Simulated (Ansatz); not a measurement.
Geometry optimisation, DFT PBE, scalar-relativistic, plane waves, PAW in Ansatz 0.2.0.

The input (input.yaml):

```yaml
crystal:
  lattice:
    - [10.86, 0.0, 0.0]
    - [0.0, 10.86, 0.0]
    - [0.0, 0.0, 10.86]
  atoms:
    - { symbol: Si, position: [0.5, 0.0, 0.0] }
    - { symbol: Si, position: [0.625, 0.125, 0.125] }
    - { symbol: Si, position: [0.75, 0.25, 0.0] }
    - { symbol: Si, position: [0.875, 0.375, 0.125] }
    - { symbol: Si, position: [0.75, 0.0, 0.25] }
    - { symbol: Si, position: [0.875, 0.125, 0.375] }
    - { symbol: Si, position: [0.0, 0.0, 0.0] }
    - { symbol: Si, position: [0.125, 0.125, 0.125] }
    - { symbol: Si, position: [0.25, 0.25, 0.0] }
    - { symbol: Si, position: [0.375, 0.375, 0.125] }
    - { symbol: Si, position: [0.5, 0.5, 0.0] }
    - { symbol: Si, position: [0.625, 0.625, 0.125] }
    - { symbol: Si, position: [0.75, 0.75, 0.0] }
    - { symbol: Si, position: [0.875, 0.875, 0.125] }
    - { symbol: Si, position: [0.25, 0.0, 0.25] }
    - { symbol: Si, position: [0.375, 0.125, 0.375] }
    - { symbol: Si, position: [0.5, 0.25, 0.25] }
    - { symbol: Si, position: [0.625, 0.375, 0.375] }
    - { symbol: Si, position: [0.75, 0.5, 0.25] }
    - { symbol: Si, position: [0.875, 0.625, 0.375] }
    - { symbol: Si, position: [0.5, 0.0, 0.5] }
    - { symbol: Si, position: [0.625, 0.125, 0.625] }
    - { symbol: Si, position: [0.75, 0.25, 0.5] }
    - { symbol: Si, position: [0.875, 0.375, 0.625] }
    - { symbol: Si, position: [0.75, 0.0, 0.75] }
    - { symbol: Si, position: [0.875, 0.125, 0.875] }
    - { symbol: Si, position: [0.0, 0.5, 0.0] }
    - { symbol: P, position: [0.125, 0.625, 0.125], spin: 1.0 }
    - { symbol: Si, position: [0.375, 0.875, 0.125] }
    - { symbol: Si, position: [0.0, 0.25, 0.25] }
    - { symbol: Si, position: [0.125, 0.375, 0.375] }
    - { symbol: Si, position: [0.25, 0.5, 0.25] }
    - { symbol: Si, position: [0.375, 0.625, 0.375] }
    - { symbol: Si, position: [0.5, 0.75, 0.25] }
    - { symbol: Si, position: [0.625, 0.875, 0.375] }
    - { symbol: Si, position: [0.0, 0.0, 0.5] }
    - { symbol: Si, position: [0.125, 0.125, 0.625] }
    - { symbol: Si, position: [0.25, 0.25, 0.5] }
    - { symbol: Si, position: [0.375, 0.375, 0.625] }
    - { symbol: Si, position: [0.5, 0.5, 0.5] }
    - { symbol: Si, position: [0.625, 0.625, 0.625] }
    - { symbol: Si, position: [0.75, 0.75, 0.5] }
    - { symbol: Si, position: [0.875, 0.875, 0.625] }
    - { symbol: Si, position: [0.25, 0.0, 0.75] }
    - { symbol: Si, position: [0.375, 0.125, 0.875] }
    - { symbol: Si, position: [0.5, 0.25, 0.75] }
    - { symbol: Si, position: [0.625, 0.375, 0.875] }
    - { symbol: Si, position: [0.75, 0.5, 0.75] }
    - { symbol: Si, position: [0.875, 0.625, 0.875] }
    - { symbol: Si, position: [0.0, 0.75, 0.25] }
    - { symbol: Si, position: [0.125, 0.875, 0.375] }
    - { symbol: Si, position: [0.0, 0.5, 0.5] }
    - { symbol: Si, position: [0.125, 0.625, 0.625] }
    - { symbol: Si, position: [0.25, 0.75, 0.5] }
    - { symbol: Si, position: [0.375, 0.875, 0.625] }
    - { symbol: Si, position: [0.0, 0.25, 0.75] }
    - { symbol: Si, position: [0.125, 0.375, 0.875] }
    - { symbol: Si, position: [0.25, 0.5, 0.75] }
    - { symbol: Si, position: [0.375, 0.625, 0.875] }
    - { symbol: Si, position: [0.5, 0.75, 0.75] }
    - { symbol: Si, position: [0.625, 0.875, 0.875] }
    - { symbol: Si, position: [0.0, 0.75, 0.75] }
    - { symbol: Si, position: [0.125, 0.875, 0.875] }
magnetization:
  spin_polarized: true
basis:
  ecutwfc: 420.0
kpoints:
  mp_grid: { grid: [1, 1, 1] }
hamiltonian:
  xc: pbe
  pseudopotentials: { kind: paw, azcp: { folder: soft_1 } }
scf:
  occupations: { method: gaussian, width: 0.05 }
  lower_state_search: "off"
relax:
  f_tol: 0.03
  max_steps: 60
  adjacent_minimum: "off"
```

Launched with:

```bash
$ ansatz run input.yaml --threads 4 --pin off --max-ram 10240MiB --backend cpu --events-out ev --progress --plain --runs-dir out
```

Problem. Where does it end, and by what steps?

Solution. The forces met the threshold. The force dipped under the threshold on the way, but the program's further checks kept it going. Limits of this set-up: coarse k mesh, a typed lattice constant that wasn't relaxed here. After 5 steps the energy has fallen by 0.215 eV; Si59 moved furthest, 0.17 Å.

| step | energy less start (eV) | largest force component (eV/Å) | accepted |
| --- | --- | --- | --- |
| 0 | 0.0000 | 0.633 | yes |
| 1 | -0.1734 | 0.178 | yes |
| 2 | -0.2048 | 0.100 | yes |
| 3 | -0.2060 | 0.074 | yes |
| 4 | -0.2154 | 0.008 | yes |
| 5 | -0.2154 | 0.008 | yes |

```xyz
63
Lattice="10.8600 0.0000 0.0000 0.0000 10.8600 0.0000 0.0000 0.0000 10.8600" Properties=species:S:1:pos:R:3
Si 5.429 -0.001 -0.022
Si 6.790 1.360 1.349
Si 8.144 2.714 -0.005
Si 9.487 4.057 1.384
Si 8.154 -0.022 2.698
Si 9.495 1.335 4.080
Si 0.060 -0.060 0.000
Si 1.358 1.347 1.357
Si 2.714 2.708 0.001
Si 4.031 4.105 1.350
Si 5.370 5.490 0.000
Si 6.777 6.788 1.357
Si 8.138 8.144 0.001
Si 9.535 9.461 1.350
Si 2.715 -0.060 2.655
Si 4.067 1.340 4.037
Si 5.408 2.724 2.698
Si 6.765 4.065 4.080
Si 8.118 5.417 2.728
Si 9.487 6.761 4.088
Si 5.437 0.007 5.405
Si 6.794 1.364 6.781
Si 8.143 2.713 5.432
Si 9.495 4.065 6.810
Si 8.170 0.007 8.138
Si 9.538 1.340 9.508
Si 0.011 5.441 0.097
P 1.384 6.814 1.331
Si 4.025 9.455 1.205
Si -0.013 2.688 2.728
Si 1.331 4.057 4.088
Si 2.618 5.441 2.704
Si 4.031 6.795 4.040
Si 5.370 8.145 2.655
Si 6.770 9.497 4.037
Si 0.017 -0.022 5.421
Si 1.366 1.360 6.785
Si 2.720 2.714 5.431
Si 4.067 4.108 6.805
Si 5.408 5.447 5.421
Si 6.790 6.796 6.785
Si 8.144 8.150 5.431
Si 9.538 9.497 6.805
Si 2.737 -0.001 8.146
Si 4.086 1.379 9.489
Si 5.437 2.740 8.138
Si 6.770 4.108 9.508
Si 8.154 5.447 8.167
Si 9.535 6.795 9.544
Si 0.011 8.048 2.704
Si 1.365 9.461 4.040
Si -0.013 5.417 5.457
Si 1.358 6.788 6.798
Si 2.714 8.144 5.437
Si 4.086 9.516 6.766
Si 0.017 2.724 8.167
Si 1.365 4.105 9.544
Si 2.715 5.490 8.205
Si 4.025 6.940 9.550
Si 5.429 8.167 8.146
Si 6.809 9.516 9.489
Si 0.060 8.145 8.205
Si 1.510 9.455 9.550
```

Whether the end is a true minimum wasn't checked by a vibrational analysis.

Time of the run: 47 s on 4 threads of Arm Neoverse V2 (shared host), peak memory 1.6 GiB.
